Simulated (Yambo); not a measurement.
# MgO: optical spectrum with PBEsol

**Experimental background.**

“Electronic structure of alkaline earth and post-transition metal oxides”, 2009, arxiv:0908.1581 quotes, for a bulk crystal of MgO: band gap 7.83 eV.

MgO:

```
Mg O
1.0
     0.00000    2.09700    2.09700
     2.09700    0.00000    2.09700
     2.09700    2.09700    0.00000
Mg O
1 1
Cartesian
  0.0000 0.0000 0.0000
  2.0970 2.0970 2.0970
```

The cell is a database's computed one.

```
Program                             : Yambo 5.3.0
Task                                : optical spectrum
Functional                          : PBEsol
Potentials or basis                 : PseudoDojo 0.4.1 SR PBEsol standard
Cutoff                              : 1143 eV
Density cutoff                      : 4572 eV
k mesh                              : 20 × 20 × 20
Occupations                         : fixed
Spin                                : no spin polarisation
k mesh of the self-consistent run   : 20 × 20 × 20
Direction of the field or of q to 0 : x + y
Broadening                          : 0.05 eV
Kernel                              : adiabatic LDA
Top of the energy range             : 10 eV
Energy points                       : 150
Correction of the levels            : none
Bands in the response               : 38
Cutoff of the response matrix       : 1 Ry
```

The band gap on the k mesh, mean-field level is 4.79 eV, direct. The absorption peak is 8.66 eV and the electronic dielectric constant along the field is 3.19. The electronic dielectric constant along the field, independent particles is 3.27.

Dielectric function (along the field direction of the input):
| energy (eV) | real part | imaginary part |
| --- | --- | --- |
| 0.27 | 3.20 | 0.01 |
| 0.60 | 3.20 | 0.01 |
| 0.94 | 3.21 | 0.01 |
| 1.28 | 3.23 | 0.01 |
| 1.61 | 3.25 | 0.01 |
| 1.95 | 3.28 | 0.01 |
| 2.28 | 3.31 | 0.01 |
| 2.62 | 3.35 | 0.01 |
| 2.95 | 3.40 | 0.01 |
| 3.29 | 3.47 | 0.02 |
| 3.62 | 3.55 | 0.02 |
| 3.96 | 3.65 | 0.02 |
| 4.30 | 3.79 | 0.03 |
| 4.63 | 4.01 | 0.06 |
| 4.97 | 4.44 | 0.54 |
| 5.30 | 4.21 | 0.68 |
| 5.64 | 4.18 | 0.41 |
| 5.97 | 3.99 | 1.17 |
| 6.31 | 4.22 | 1.14 |
| 6.64 | 4.31 | 1.34 |
| 6.98 | 4.00 | 1.24 |
| 7.32 | 4.64 | 1.71 |
| 7.65 | 4.29 | 1.62 |
| 7.99 | 4.70 | 2.25 |
| 8.32 | 4.98 | 3.14 |
| 8.66 | 3.57 | 4.61 |
| 8.99 | 4.05 | 3.68 |
| 9.33 | 3.72 | 3.25 |
| 9.66 | 2.75 | 2.55 |
| 10.00 | 2.45 | 3.57 |

Wall time 95 s on 1 thread of Intel(R) Xeon(R) 6975P-C (Granite Rapids) (shared host).

Measured gap of MgO: 7.83 eV (quoted in “Electronic structure of alkaline earth and post-transition metal oxides”, 2009, arxiv:0908.1581). This calculation gives 4.79 eV (-3.04 eV). The value is that of PBEsol on a finite k mesh, which can miss the band edges, without temperature or zero-point motion. Semilocal functionals fall short of measured gaps as a rule. The cell is a database's relaxed one, not the measured one, which moves gaps too.

Caveat: the LDA kernel is used on GGA states, which is inconsistent by a few percent; these spectra lack excitons.
